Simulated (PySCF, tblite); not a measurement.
# C6H6N radical: geometry, infrared bands and EPR parameters

What infrared bands and EPR parameters should C6H6N radical (`C#C[C@H]1C=C[CH]N1`) show?

The runs use tblite 0.8.0 and PySCF 2.14.0, with density-fitted response routines of our own; the level of theory stands in each step. All values are computed, except where a source is named. Atoms count from 0, in the outputs and in this text.

## 1. The starting structure

13 atoms, charge 0, multiplicity 2; geometry from: force field or distance geometry start.

Bonds of the start (Å): C0–C1 1.20, C1–C2 1.43, C2–C3 1.52, C3–C4 1.35, C4–C5 1.51, C5–N6 1.48, N6–C2 1.45, C0–H7 1.07, C2–H8 1.11, C3–H9 1.07, C4–H10 1.09, C5–H11 1.13, N6–H12 1.03.

## 2. Geometry optimisation with GFN2-xTB

Job settings and geometry (Å):

```
{"job": {"kind": "relax", "xc": "GFN2-xTB", "basis": "xTB"}, "charge": 0, "multiplicity": 2}
C      2.737600     0.849000     0.140400
C      1.625600     0.395500     0.103900
C      0.306100    -0.154600     0.097700
C     -0.747800     0.907700    -0.158200
C     -1.811000     0.293200    -0.710300
C     -1.435100    -1.163200    -0.836700
N      0.020500    -1.012200    -1.041400
H      3.709700     1.285000     0.169400
H      0.002100    -0.659600     1.034000
H     -0.680800     1.950900     0.085500
H     -2.746600     0.751600    -1.029600
H     -1.504600    -1.530300     0.234800
H      0.520000    -1.912400    -0.968400
```

Command:

```sh
> OMP_NUM_THREADS=1 python probes_run.py task.json out
```

The driver reads the jobs from task.json and runs them one after another.

**Question.** This job is followed by: GFN2-xTB harmonic vibrations, gas phase; UKS B3LYP, pcH-1 on C H N, non-relativistic, mean-field spin-orbit, GIAO. Predict these results of the whole session: strongest single infrared mode (GFN2-xTB); zero-point energy (GFN2-xTB); g(iso) (B3LYP); ⟨S²⟩; largest a(iso); potential on the surface of density 0.002 e/bohr³, 1st and 99th percentile.

The runs gave:

| quantity | value |
| --- | --- |
| strongest single infrared mode (GFN2-xTB) | 426 cm⁻¹, 88 km/mol |
| zero-point energy (GFN2-xTB) | 61.3 kcal/mol |
| g(iso) (B3LYP) | 2.00275 |
| ⟨S²⟩ | 0.768 (exact 0.75) |
| largest a(iso) | 1H on H8, 116.0 MHz |
| potential on the surface of density 0.002 e/bohr³, 1st and 99th percentile | -0.96 V and 1.71 V |

**Reading.** Relaxing lowered the energy by 2.387 eV in 88 steps; the close pair that moved most is C4–C5, from 1.509 to 1.384 Å. No mode is imaginary among the 33: a minimum at this level. The strongest single mode, at 426 cm⁻¹, moves mainly H12. Unscaled tight-binding wavenumbers are off by several per cent, some by more. Its intensities can rank the bands wrongly. The largest spin populations lie on C3 (0.56 e), C5 (0.50 e). The isotropic g lies 0.4 ppt above the free-electron value. The conformer search found further structures of the same energy, which may be mirror or relabelled copies of this one.
